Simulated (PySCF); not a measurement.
**One shape, several levels: SnClF (SMILES [F][Sn][Cl])**

Wanted: a comparison of 6 runs (M06-2X/STO-3G, MP2/STO-3G, UMP2/STO-3G, QCISD(T)/STO-3G, CISD/STO-3G, CCSD(T)/STO-3G) of SnClF. Input form: a Python script.

Program for the calculation: PySCF 2.14.0.

11 further runs of the same task are left out: 6 that didn't finish, 5 set aside as unsound or not needed.

### Step 1. Starting point

The species is SnClF (3 atoms), meant as a singlet with charge 0. SMILES: `[F][Sn][Cl]`. The Sn2–Cl3 distance was set to 4.248 Å, away from the relaxed value. At this shape a bond of the SMILES string is far longer than usual.

Bond lengths: F1–Sn2 1.935 Å.

### Step 2. The energy at M06-2X/STO-3G (run 1)

calc.py

```python
from pyscf import gto, dft

molecule = gto.M(
    atom=[
    ('F', (-2.229593, 1.890365, -1.024238)),
    ('Sn', (-0.675693, 2.565365, -0.089138)),
    ('Cl', (1.214300, -1.186000, 0.540500)),
],
    charge=0,
    basis='sto-3g',
    verbose=3,
    max_memory=1860,
)

mf = dft.RKS(molecule, xc='m06-2x')
mf.grids.level = 5
mf.conv_tol = 1e-10
mf.kernel()
if not mf.converged:
    mf = mf.newton().run(mf.mo_coeff, mf.mo_occ)

e_tot = mf.e_tot
print(f'total energy: {e_tot:.8f} hartree')
```

Launch:

```sh
$ OMP_NUM_THREADS=1 python calc.py
```

Output:

```text
converged SCF energy = -6518.99343049444
total energy: -6518.99343049 hartree
```

It took 8.7 s on 1 thread of Arm Neoverse V2, shared host; peak memory 0.29 GiB.

### Step 3. A single-point energy at MP2/STO-3G (run 2)

job.py

```python
from pyscf import gto, scf, mp

mol = gto.M(
    atom=[
    ('F', (-2.229593, 1.890365, -1.024238)),
    ('Sn', (-0.675693, 2.565365, -0.089138)),
    ('Cl', (1.214300, -1.186000, 0.540500)),
],
    verbose=3,
    spin=0,
    basis='sto-3g',
    charge=0,
    max_memory=1860,
)

hf = scf.RHF(mol)
hf.conv_tol = 1e-10
hf.kernel()
if not hf.converged:
    hf = hf.newton().run(hf.mo_coeff, hf.mo_occ)

pt = mp.MP2(hf, frozen=24).run()
energy = pt.e_tot
print('E(%s) = %.9f' % ('MP2', energy))
```

Launch:

```sh
$ OMP_NUM_THREADS=1 python job.py
```

Output:

```text
converged SCF energy = -6515.77487828674
E(RMP2) = -6515.84614240812  E_corr = -0.0712641213846627
E(SCS-RMP2) = -6515.85013753591  E_corr = -0.07525924917603
E(MP2) = -6515.846142408
```

Wall time 0.68 s (1 thread of Arm Neoverse V2, shared host); peak memory 0.12 GiB.

Runs 3 to 5 aren't shown in full; the table further down has their settings and results.

### Step 4. The energy at CCSD(T)/STO-3G (run 6)

input.py

```python
from pyscf import gto, cc

molecule = gto.M(
    atom='''
F     -2.229593     1.890365    -1.024238
Sn    -0.675693     2.565365    -0.089138
Cl     1.214300    -1.186000     0.540500
''',
    verbose=4,
    spin=0,
    max_memory=1860,
    basis='sto-3g',
)

hf = molecule.RHF()
hf.conv_tol = 1e-10
hf.kernel()
if not hf.converged:
    hf = hf.newton().run(hf.mo_coeff, hf.mo_occ)

mycc = cc.CCSD(hf, frozen=24)
mycc.kernel()
e_t = mycc.ccsd_t()
e_final = mycc.e_tot + e_t
print('E(%s) = %.9f' % ('CCSD(T)', e_final))
```

Launch:

```sh
$ OMP_NUM_THREADS=1 python input.py
```

Output:

```text
PySCF version 2.14.0

[... 65 lines left out ...]
converged SCF energy = -6515.77487828674
[... 12 lines left out ...]
Init t2, MP2 energy = -6515.84614240857  E_corr(MP2) -0.0712641218294896
[... 39 lines left out ...]
CCSD converged
[... 2 lines left out ...]
E(CCSD(T)) = -6515.878985456
```

Wall time 0.94 s (1 thread of Arm Neoverse V2, shared host); peak memory 0.12 GiB.

### Step 5. Overview of the runs

```csv
run,level,integration grid,frozen core orbitals,energy (Eh),dipole moment (D) of the reference,HOMO energy (eV),LUMO energy (eV),wall time
1,M06-2X/STO-3G,5,–,-6518.993430,11.41,-3.24,-0.76,8.7 s
2,MP2/STO-3G,–,24,-6515.846142,15.06,-3.50,1.06,0.68 s
3,UMP2/STO-3G,–,24,-6515.855447,1.00,-3.51,1.74,1.1 s
4,QCISD(T)/STO-3G,–,24,-6515.880895,15.06,-3.50,1.06,0.9 s
5,CISD/STO-3G,–,24,-6515.856977,15.06,-3.50,1.06,0.66 s
6,CCSD(T)/STO-3G,–,24,-6515.878985,15.06,-3.50,1.06,0.94 s
```

### Step 6. Summary of results

| quantity | value |
| --- | --- |
| run 6: total energy | -6515.87899 Eh |
| run 6: dipole moment (Hartree–Fock density) | 15.06 D |
| run 6: HOMO energy (Hartree–Fock orbitals) | -3.50 eV |
| run 6: LUMO energy (Hartree–Fock orbitals) | 1.06 eV |
| run 6: HOMO–LUMO gap (Hartree–Fock orbitals) | 4.56 eV |
| run 6: correlation energy (24 core orbitals frozen) | -104.1 mEh |
| run 6: (T) correction | -11.39 mEh |
| run 6: T1 diagnostic | 0.098 |

In runs 4, 6 the T1 diagnostic is large, so a single reference may not serve. In runs 1, 2, 3, 4, 5, 6 the basis is minimal, so the values are rough. In runs 1, 2, 4, 5, 6 a closed-shell determinant meets a far-stretched bond, which it describes badly. In runs 1, 2, 3, 4, 5, 6 relativity is left out where basis or elements ask for it. Spin contamination of the reference: run 3 ⟨S²⟩ = 0.96. Where it is this large, the reference is a mixture of spin states, and values that rest on it are in doubt. All runs together took 13 s, the longest 8.7 s.
